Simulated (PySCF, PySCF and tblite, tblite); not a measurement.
# C6H8N2: conformers and averaged spectra, part 2 of 3

PySCF and tblite. Atoms count from 0. Earlier steps stand in the parts before.

## 7. Single-point energy, conformer 2: PBE0/def2-SVP in benzene

Job settings and geometry (Å):

```
{"job": {"xc": "PBE0", "basis": "def2-SVP", "solvent": "benzene", "kind": "sp"}, "charge": 0, "multiplicity": 1}
C      0.571907    -0.770227     1.290987
C      0.660807     0.142177     0.103980
C      1.829452     1.033011     0.035158
N      1.993802     2.085240    -0.634161
C     -0.251225     0.134878    -0.872989
C     -1.457858    -0.762060    -0.887333
C     -2.424792    -0.291296     0.077035
N     -3.174298     0.099272     0.846053
H      1.345638    -0.535569     2.017299
H      0.693026    -1.810769     0.985717
H     -0.398493    -0.672606     1.775687
H      2.668629     0.741656     0.663074
H      1.197612     2.369934    -1.203528
H     -0.150598     0.801944    -1.718390
H     -1.927670    -0.769457    -1.873590
H     -1.183540    -1.787185    -0.616409
```

What it wrote:

```text
coarse grid: 13600 points
cycle   1  E = -342.1247544560  dE =  1.049e+00  |g| = 5.348e-01  |ddm| = 4.397e+00
cycle   2  E = -341.9721836247  dE =  1.526e-01  |g| = 9.908e-01  |ddm| = 1.379e+00
cycle   3  E = -342.1922127974  dE = -2.200e-01  |g| = 1.350e-01  |ddm| = 8.645e-01
cycle   4  E = -342.1962220492  dE = -4.009e-03  |g| = 4.978e-02  |ddm| = 1.585e-01
cycle   5  E = -342.1966473693  dE = -4.253e-04  |g| = 2.423e-02  |ddm| = 5.231e-02
cycle   6  E = -342.1967820393  dE = -1.347e-04  |g| = 3.873e-03  |ddm| = 2.662e-02
cycle   7  E = -342.1967855665  dE = -3.527e-06  |g| = 1.052e-03  |ddm| = 5.516e-03
final grid: 132208 points
cycle   8  E = -342.2408110920  dE = -3.753e-05  |g| = 6.923e-03  |ddm| = 5.423e-02
cycle   9  E = -342.2408114498  dE = -3.577e-07  |g| = 6.977e-03  |ddm| = 1.567e-02
cycle  10  E = -342.2408238933  dE = -1.244e-05  |g| = 9.313e-04  |ddm| = 7.736e-03
cycle  11  E = -342.2408240773  dE = -1.841e-07  |g| = 3.068e-04  |ddm| = 9.817e-04
cycle  12  E = -342.2408240951  dE = -1.778e-08  |g| = 1.140e-04  |ddm| = 3.145e-04
cycle  13  E = -342.2408240976  dE = -2.500e-09  |g| = 4.983e-05  |ddm| = 1.234e-04
cycle  14  E = -342.2408240982  dE = -5.811e-10  |g| = 1.077e-05  |ddm| = 5.438e-05
converged SCF energy = -342.2408240982
```

Wall time 7.3 s (1 thread of Arm Neoverse V2, shared host).

Key values: HOMO -7.41 eV, LUMO -1.45 eV; dipole 3.87 D.

## 8. Shieldings, conformer 3: B97-2/pcSseg-1 in benzene

Job settings and geometry (Å):

```
{"job": {"xc": "B97-2", "basis": "pcSseg-1", "solvent": "benzene", "kind": "nmr", "pop": false}, "charge": 0, "multiplicity": 1}
C     -0.585789     1.274310     0.786173
C     -0.658636    -0.017578     0.033193
C     -1.946291    -0.727261     0.134838
N     -2.237704    -1.913622    -0.164707
C      0.343283    -0.524095    -0.690781
C      1.697973     0.107192    -0.867518
C      2.392650     0.162615     0.397572
N      2.925898     0.197047     1.407407
H     -1.473410     1.874123     0.588894
H      0.296262     1.853886     0.529767
H     -0.552172     1.069856     1.856378
H     -2.762828    -0.135929     0.542697
H     -1.470340    -2.477180    -0.528901
H      0.206551    -1.467108    -1.203918
H      2.302942    -0.472220    -1.568746
H      1.606965     1.129245    -1.251362
```

What it wrote:

```text
coarse grid: 13600 points
cycle   1  E = -342.6303943179  dE =  1.059e+00  |g| = 5.569e-01  |ddm| = 3.739e+00
cycle   2  E = -342.4605577356  dE =  1.698e-01  |g| = 1.042e+00  |ddm| = 1.447e+00
cycle   3  E = -342.7002812813  dE = -2.397e-01  |g| = 1.632e-01  |ddm| = 9.105e-01
cycle   4  E = -342.7062103960  dE = -5.929e-03  |g| = 5.127e-02  |ddm| = 1.553e-01
cycle   5  E = -342.7066268498  dE = -4.165e-04  |g| = 2.697e-02  |ddm| = 4.926e-02
cycle   6  E = -342.7067888404  dE = -1.620e-04  |g| = 4.501e-03  |ddm| = 2.615e-02
cycle   7  E = -342.7067934347  dE = -4.594e-06  |g| = 1.157e-03  |ddm| = 5.181e-03
final grid: 132208 points
cycle   8  E = -342.7399245863  dE = -7.291e-05  |g| = 3.212e-03  |ddm| = 4.141e-02
cycle   9  E = -342.7399226677  dE =  1.919e-06  |g| = 4.337e-03  |ddm| = 6.493e-03
cycle  10  E = -342.7399265430  dE = -3.875e-06  |g| = 1.437e-03  |ddm| = 3.961e-03
cycle  11  E = -342.7399269750  dE = -4.320e-07  |g| = 2.940e-04  |ddm| = 1.011e-03
cycle  12  E = -342.7399269927  dE = -1.766e-08  |g| = 9.759e-05  |ddm| = 2.884e-04
cycle  13  E = -342.7399269948  dE = -2.099e-09  |g| = 3.361e-05  |ddm| = 1.084e-04
cycle  14  E = -342.7399269950  dE = -2.633e-10  |g| = 6.651e-06  |ddm| = 3.077e-05
converged SCF energy = -342.7399269950

GIAO shielding tensors (ppm)
atom      isotropic    diamagn.    paramagn.     s11        s22        s33       span
  0 C      166.731     249.225     -82.494    154.626    165.882    179.685     25.060
  1 C       43.109     263.953    -220.844    -70.795     46.188    153.934    224.729
  2 C       16.499     249.042    -232.542    -90.926     27.397    113.027    203.953
  3 N      -64.375     326.147    -390.521   -375.813    -85.226    267.914    643.727
  4 C       63.972     257.251    -193.279    -36.472     66.037    162.351    198.824
  5 C      169.848     250.453     -80.605    156.821    171.962    180.761     23.940
  6 C       65.479     262.018    -196.539    -51.062    -44.010    291.509    342.571
  7 N      -14.701     341.246    -355.947   -179.551   -161.811    297.259    476.810
  8 H       29.821      30.192      -0.371     25.960     27.364     36.139     10.179
  9 H       29.599      32.761      -3.162     25.069     30.374     33.353      8.284
 10 H       29.646      30.988      -1.342     26.514     27.058     35.367      8.853
 11 H       23.846      29.473      -5.627     21.194     22.531     27.813      6.618
 12 H       20.406      36.927     -16.521     11.387     22.853     26.977     15.589
 13 H       25.577      35.675     -10.098     22.441     25.852     28.438      5.996
 14 H       28.511      27.400       1.111     23.782     26.998     34.752     10.970
 15 H       28.462      29.301      -0.839     25.118     26.477     33.792      8.674
```

Run time: 17 s. Hardware: 1 thread of Arm Neoverse V2, shared host.

In short: HOMO -7.29 eV, LUMO -1.61 eV; dipole 3.82 D.

## 9. Single-point energy, conformer 3: PBE0/def2-SVP in benzene

The job, as its differences from that of step 8:

```diff
@@ -1,2 +1,2 @@
-{"job": {"xc": "B97-2", "basis": "pcSseg-1", "solvent": "benzene", "kind": "nmr", "pop": false}, "charge": 0, "multiplicity": 1}
+{"job": {"xc": "PBE0", "basis": "def2-SVP", "solvent": "benzene", "kind": "sp"}, "charge": 0, "multiplicity": 1}
 C     -0.585789     1.274310     0.786173
```

What it wrote:

```text
coarse grid: 13600 points
cycle   1  E = -342.1247089501  dE =  1.049e+00  |g| = 5.353e-01  |ddm| = 4.391e+00
cycle   2  E = -341.9718769334  dE =  1.528e-01  |g| = 9.914e-01  |ddm| = 1.387e+00
cycle   3  E = -342.1923944441  dE = -2.205e-01  |g| = 1.355e-01  |ddm| = 8.749e-01
cycle   4  E = -342.1964434534  dE = -4.049e-03  |g| = 4.951e-02  |ddm| = 1.610e-01
cycle   5  E = -342.1968603135  dE = -4.169e-04  |g| = 2.440e-02  |ddm| = 5.206e-02
cycle   6  E = -342.1969968427  dE = -1.365e-04  |g| = 3.823e-03  |ddm| = 2.667e-02
cycle   7  E = -342.1970002711  dE = -3.428e-06  |g| = 1.052e-03  |ddm| = 5.428e-03
final grid: 132208 points
cycle   8  E = -342.2411856516  dE = -4.028e-05  |g| = 7.080e-03  |ddm| = 5.024e-02
cycle   9  E = -342.2411861817  dE = -5.301e-07  |g| = 7.085e-03  |ddm| = 1.579e-02
cycle  10  E = -342.2411990327  dE = -1.285e-05  |g| = 9.183e-04  |ddm| = 7.890e-03
cycle  11  E = -342.2411992063  dE = -1.736e-07  |g| = 3.225e-04  |ddm| = 9.751e-04
cycle  12  E = -342.2411992261  dE = -1.985e-08  |g| = 1.159e-04  |ddm| = 3.345e-04
cycle  13  E = -342.2411992287  dE = -2.578e-09  |g| = 5.089e-05  |ddm| = 1.260e-04
cycle  14  E = -342.2411992293  dE = -5.987e-10  |g| = 1.156e-05  |ddm| = 5.690e-05
converged SCF energy = -342.2411992293
```

Wall time 7.2 s (1 thread of Arm Neoverse V2, shared host).

In short: HOMO -7.42 eV, LUMO -1.42 eV; dipole 3.66 D.

## 10. Couplings, conformer 1: B3LYP/6-31G*+pcJ-1

Job settings and geometry (Å):

```
{"job": {"xc": "B3LYP", "basis": {"default": "6-31G*", "H": "pcJ-1"}, "nuclei": ["H", "F", "P", "Si", "B"], "kind": "j"}, "charge": 0, "multiplicity": 1}
C     -0.638517     0.325162    -1.212267
C     -0.542531     0.081954     0.263280
C     -1.659548     0.553577     1.094132
N     -2.718923     1.131732     0.737677
C      0.477922    -0.538239     0.863232
C      1.689724    -1.102091     0.169334
C      2.486079    -0.037432    -0.395169
N      3.103321     0.816191    -0.837786
H     -0.778999     1.389726    -1.400578
H     -1.495399    -0.208790    -1.625839
H      0.257836     0.010502    -1.737285
H     -1.555591     0.371686     2.161421
H     -2.807270     1.298406    -0.263965
H      0.465984    -0.648590     1.938986
H      2.310418    -1.657964     0.875922
H      1.397895    -1.776887    -0.642506
```

What it wrote:

```text
coarse grid: 13600 points
cycle   1  E = -342.8717897966  dE =  1.084e+00  |g| = 6.149e-01  |ddm| = 3.859e+00
cycle   2  E = -342.6070766448  dE =  2.647e-01  |g| = 1.234e+00  |ddm| = 1.849e+00
cycle   3  E = -342.9575548444  dE = -3.505e-01  |g| = 2.167e-01  |ddm| = 1.282e+00
cycle   4  E = -342.9686979986  dE = -1.114e-02  |g| = 5.861e-02  |ddm| = 2.310e-01
cycle   5  E = -342.9692359696  dE = -5.380e-04  |g| = 3.347e-02  |ddm| = 6.905e-02
cycle   6  E = -342.9694905275  dE = -2.546e-04  |g| = 6.741e-03  |ddm| = 3.524e-02
cycle   7  E = -342.9695009283  dE = -1.040e-05  |g| = 1.847e-03  |ddm| = 7.993e-03
cycle   8  E = -342.9695016833  dE = -7.550e-07  |g| = 6.712e-04  |ddm| = 2.148e-03
final grid: 132208 points
cycle   9  E = -342.9076241321  dE = -5.130e-05  |g| = 6.443e-03  |ddm| = 3.688e-02
cycle  10  E = -342.9076210778  dE =  3.054e-06  |g| = 7.453e-03  |ddm| = 1.319e-02
cycle  11  E = -342.9076342991  dE = -1.322e-05  |g| = 2.175e-03  |ddm| = 7.698e-03
cycle  12  E = -342.9076353063  dE = -1.007e-06  |g| = 4.210e-04  |ddm| = 1.965e-03
cycle  13  E = -342.9076353341  dE = -2.780e-08  |g| = 2.161e-04  |ddm| = 4.768e-04
cycle  14  E = -342.9076353450  dE = -1.094e-08  |g| = 7.427e-05  |ddm| = 2.490e-04
cycle  15  E = -342.9076353464  dE = -1.374e-09  |g| = 1.640e-05  |ddm| = 8.225e-05
cycle  16  E = -342.9076353465  dE = -5.605e-11  |g| = 6.385e-06  |ddm| = 1.949e-05
converged SCF energy = -342.9076353465

Indirect spin-spin couplings (Hz)
  i      j    bonds     total        FC       PSO       DSO        SD
  8 H    9 H    2    -18.936   -18.622     2.042    -2.356         -
  8 H   10 H    2    -15.409   -15.067     1.852    -2.194         -
  8 H   11 H    4     -1.184    -0.620     1.034    -1.598         -
  8 H   12 H    5      0.849     0.092    -1.705     2.462         -
  8 H   13 H    4     -2.788    -2.209     1.075    -1.654         -
  8 H   15 H    5      2.068     2.337     0.672    -0.941         -
  9 H   10 H    2    -14.377   -13.994     1.954    -2.338         -
  9 H   11 H    4     -1.231    -0.670     1.049    -1.610         -
  9 H   12 H    5      0.944     0.284    -1.479     2.139         -
  9 H   13 H    4     -3.547    -2.967     1.081    -1.660         -
  9 H   14 H    5     -0.225     0.160     0.880    -1.265         -
  9 H   15 H    5      3.343     3.292    -0.135     0.186         -
 10 H   11 H    4      0.272     0.820     1.195    -1.744         -
 10 H   12 H    5     -0.539    -0.284     0.667    -0.922         -
 10 H   13 H    4     -0.900    -0.233     1.065    -1.732         -
 10 H   14 H    5     -0.211     0.111     0.809    -1.132         -
 10 H   15 H    5      0.766     0.032    -1.606     2.339         -
 11 H   12 H    3     26.438    28.521     2.094    -4.177         -
 11 H   13 H    4      0.155    -0.597    -1.380     2.132         -
 12 H   13 H    5      0.216     0.673     0.954    -1.411         -
 12 H   14 H    6     -0.191     0.123     0.656    -0.970         -
 12 H   15 H    6     -1.084    -0.933     0.358    -0.510         -
 13 H   14 H    3     10.111     9.830    -0.071     0.353         -
 13 H   15 H    3      5.559     6.222     1.519    -2.182         -
 14 H   15 H    2    -17.894   -17.575     1.947    -2.265         -
```

Run time: 22 s. Hardware: 1 thread of Arm Neoverse V2, shared host.

This run: HOMO -7.15 eV, LUMO -1.47 eV; dipole 3.35 D.

## 11. Couplings, conformer 2: B3LYP/6-31G*+pcJ-1

Job settings and geometry (Å):

```
{"job": {"xc": "B3LYP", "basis": {"default": "6-31G*", "H": "pcJ-1"}, "nuclei": ["H", "F", "P", "Si", "B"], "kind": "j"}, "charge": 0, "multiplicity": 1}
C      0.571907    -0.770227     1.290987
C      0.660807     0.142177     0.103980
C      1.829452     1.033011     0.035158
N      1.993802     2.085240    -0.634161
C     -0.251225     0.134878    -0.872989
C     -1.457858    -0.762060    -0.887333
C     -2.424792    -0.291296     0.077035
N     -3.174298     0.099272     0.846053
H      1.345638    -0.535569     2.017299
H      0.693026    -1.810769     0.985717
H     -0.398493    -0.672606     1.775687
H      2.668629     0.741656     0.663074
H      1.197612     2.369934    -1.203528
H     -0.150598     0.801944    -1.718390
H     -1.927670    -0.769457    -1.873590
H     -1.183540    -1.787185    -0.616409
```

What it wrote:

```text
coarse grid: 13600 points
cycle   1  E = -342.8672843710  dE =  1.089e+00  |g| = 6.146e-01  |ddm| = 3.847e+00
cycle   2  E = -342.6171475440  dE =  2.501e-01  |g| = 1.212e+00  |ddm| = 1.822e+00
cycle   3  E = -342.9529627393  dE = -3.358e-01  |g| = 2.160e-01  |ddm| = 1.238e+00
cycle   4  E = -342.9638464213  dE = -1.088e-02  |g| = 6.042e-02  |ddm| = 2.228e-01
cycle   5  E = -342.9643762567  dE = -5.298e-04  |g| = 3.613e-02  |ddm| = 7.067e-02
cycle   6  E = -342.9646758451  dE = -2.996e-04  |g| = 6.131e-03  |ddm| = 3.609e-02
cycle   7  E = -342.9646848687  dE = -9.024e-06  |g| = 1.398e-03  |ddm| = 7.518e-03
final grid: 132208 points
cycle   8  E = -342.9020112367  dE = -4.109e-05  |g| = 6.332e-03  |ddm| = 3.121e-02
cycle   9  E = -342.9020072160  dE =  4.021e-06  |g| = 7.531e-03  |ddm| = 1.315e-02
cycle  10  E = -342.9020209977  dE = -1.378e-05  |g| = 2.239e-03  |ddm| = 7.906e-03
cycle  11  E = -342.9020220747  dE = -1.077e-06  |g| = 3.631e-04  |ddm| = 1.969e-03
cycle  12  E = -342.9020221004  dE = -2.579e-08  |g| = 1.340e-04  |ddm| = 3.874e-04
cycle  13  E = -342.9020221041  dE = -3.697e-09  |g| = 6.152e-05  |ddm| = 1.573e-04
cycle  14  E = -342.9020221050  dE = -8.993e-10  |g| = 1.410e-05  |ddm| = 6.251e-05
converged SCF energy = -342.9020221050

Indirect spin-spin couplings (Hz)
  i      j    bonds     total        FC       PSO       DSO        SD
  8 H    9 H    2    -15.357   -14.941     2.052    -2.467         -
  8 H   10 H    2    -14.628   -14.203     1.975    -2.400         -
  8 H   11 H    4      0.376    -0.359    -1.333     2.068         -
  8 H   12 H    5     -0.454    -0.010     0.815    -1.259         -
  8 H   13 H    4      0.608     1.226     1.190    -1.807         -
  8 H   14 H    5     -0.221     0.255     1.089    -1.565         -
  9 H   10 H    2    -20.093   -19.800     1.983    -2.276         -
  9 H   11 H    4     -0.716    -0.616     0.365    -0.466         -
  9 H   12 H    5      0.521     0.944     0.832    -1.254         -
  9 H   13 H    4     -5.054    -4.460     1.003    -1.597         -
  9 H   14 H    5      0.694     0.964     0.674    -0.943         -
  9 H   15 H    5      3.358     2.682    -1.526     2.203         -
 10 H   11 H    4     -0.760    -0.437     0.897    -1.219         -
 10 H   12 H    5      0.245     0.541     0.564    -0.860         -
 10 H   13 H    4     -3.738    -3.121     1.007    -1.624         -
 10 H   15 H    5      3.709     3.365    -0.676     1.020         -
 11 H   12 H    3     26.464    28.555     2.100    -4.191         -
 11 H   13 H    4     -1.337    -0.730     1.117    -1.723         -
 11 H   14 H    5      0.453     0.833     0.835    -1.215         -
 12 H   13 H    5      1.478     0.350    -2.336     3.464         -
 12 H   15 H    6     -1.101    -0.862     0.533    -0.772         -
 13 H   14 H    3      9.895     9.627    -0.065     0.332         -
 13 H   15 H    3      6.740     7.437     1.566    -2.263         -
 14 H   15 H    2    -17.256   -16.926     1.930    -2.260         -
```

Wall time 21 s (1 thread of Arm Neoverse V2, shared host).

Key values: HOMO -7.11 eV, LUMO -1.60 eV; dipole 3.42 D.

## 12. Couplings, conformer 3: B3LYP/6-31G*+pcJ-1

Job settings and geometry (Å):

```
{"job": {"xc": "B3LYP", "basis": {"default": "6-31G*", "H": "pcJ-1"}, "nuclei": ["H", "F", "P", "Si", "B"], "kind": "j"}, "charge": 0, "multiplicity": 1}
C     -0.585789     1.274310     0.786173
C     -0.658636    -0.017578     0.033193
C     -1.946291    -0.727261     0.134838
N     -2.237704    -1.913622    -0.164707
C      0.343283    -0.524095    -0.690781
C      1.697973     0.107192    -0.867518
C      2.392650     0.162615     0.397572
N      2.925898     0.197047     1.407407
H     -1.473410     1.874123     0.588894
H      0.296262     1.853886     0.529767
H     -0.552172     1.069856     1.856378
H     -2.762828    -0.135929     0.542697
H     -1.470340    -2.477180    -0.528901
H      0.206551    -1.467108    -1.203918
H      2.302942    -0.472220    -1.568746
H      1.606965     1.129245    -1.251362
```

What it wrote:

```text
coarse grid: 13600 points
cycle   1  E = -342.8669699666  dE =  1.089e+00  |g| = 6.155e-01  |ddm| = 3.855e+00
cycle   2  E = -342.6148514840  dE =  2.521e-01  |g| = 1.215e+00  |ddm| = 1.852e+00
cycle   3  E = -342.9530514317  dE = -3.382e-01  |g| = 2.170e-01  |ddm| = 1.259e+00
cycle   4  E = -342.9640278002  dE = -1.098e-02  |g| = 6.045e-02  |ddm| = 2.262e-01
cycle   5  E = -342.9645496623  dE = -5.219e-04  |g| = 3.652e-02  |ddm| = 7.132e-02
cycle   6  E = -342.9648565039  dE = -3.068e-04  |g| = 6.027e-03  |ddm| = 3.662e-02
cycle   7  E = -342.9648652147  dE = -8.711e-06  |g| = 1.387e-03  |ddm| = 7.446e-03
final grid: 132208 points
cycle   8  E = -342.9023256955  dE = -4.289e-05  |g| = 6.517e-03  |ddm| = 3.261e-02
cycle   9  E = -342.9023214553  dE =  4.240e-06  |g| = 7.749e-03  |ddm| = 1.355e-02
cycle  10  E = -342.9023359496  dE = -1.449e-05  |g| = 2.370e-03  |ddm| = 8.231e-03
cycle  11  E = -342.9023371537  dE = -1.204e-06  |g| = 3.719e-04  |ddm| = 2.074e-03
cycle  12  E = -342.9023371819  dE = -2.820e-08  |g| = 1.227e-04  |ddm| = 3.942e-04
cycle  13  E = -342.9023371850  dE = -3.095e-09  |g| = 5.625e-05  |ddm| = 1.445e-04
cycle  14  E = -342.9023371857  dE = -7.408e-10  |g| = 1.523e-05  |ddm| = 5.933e-05
converged SCF energy = -342.9023371857

Indirect spin-spin couplings (Hz)
  i      j    bonds     total        FC       PSO       DSO        SD
  8 H    9 H    2    -13.198   -12.765     1.991    -2.424         -
  8 H   10 H    2    -20.059   -19.711     2.094    -2.442         -
  8 H   13 H    4     -2.462    -1.875     1.105    -1.692         -
  8 H   14 H    5     -0.383     0.042     0.966    -1.391         -
  8 H   15 H    5      3.085     3.168     0.187    -0.270         -
  9 H   10 H    2    -16.256   -15.915     1.916    -2.257         -
  9 H   11 H    4     -0.321     0.068     1.061    -1.450         -
  9 H   12 H    5     -0.394    -0.018     0.788    -1.164         -
  9 H   13 H    4     -1.172    -0.513     1.041    -1.700         -
  9 H   14 H    5     -0.191     0.119     0.790    -1.100         -
  9 H   15 H    5      0.741    -0.061    -1.786     2.588         -
 10 H   11 H    4     -0.256    -0.421    -0.139     0.304         -
 10 H   12 H    5      0.526     0.871     0.614    -0.959         -
 10 H   13 H    4     -4.755    -4.180     1.045    -1.620         -
 10 H   15 H    5      4.201     4.434     0.577    -0.810         -
 11 H   12 H    3     26.755    28.856     2.087    -4.188         -
 11 H   13 H    4     -1.184    -0.556     1.141    -1.770         -
 11 H   14 H    5      0.207     0.600     0.855    -1.248         -
 12 H   13 H    5      1.493     0.293    -2.521     3.721         -
 12 H   15 H    6     -1.286    -1.073     0.481    -0.693         -
 13 H   14 H    3     10.299     9.984    -0.127     0.442         -
 13 H   15 H    3      5.364     5.983     1.452    -2.071         -
 14 H   15 H    2    -18.272   -17.961     1.937    -2.248         -
```

Wall time 21 s (1 thread of Arm Neoverse V2, shared host).

This run: HOMO -7.12 eV, LUMO -1.57 eV; dipole 3.23 D.

[end of part 2 of 3]
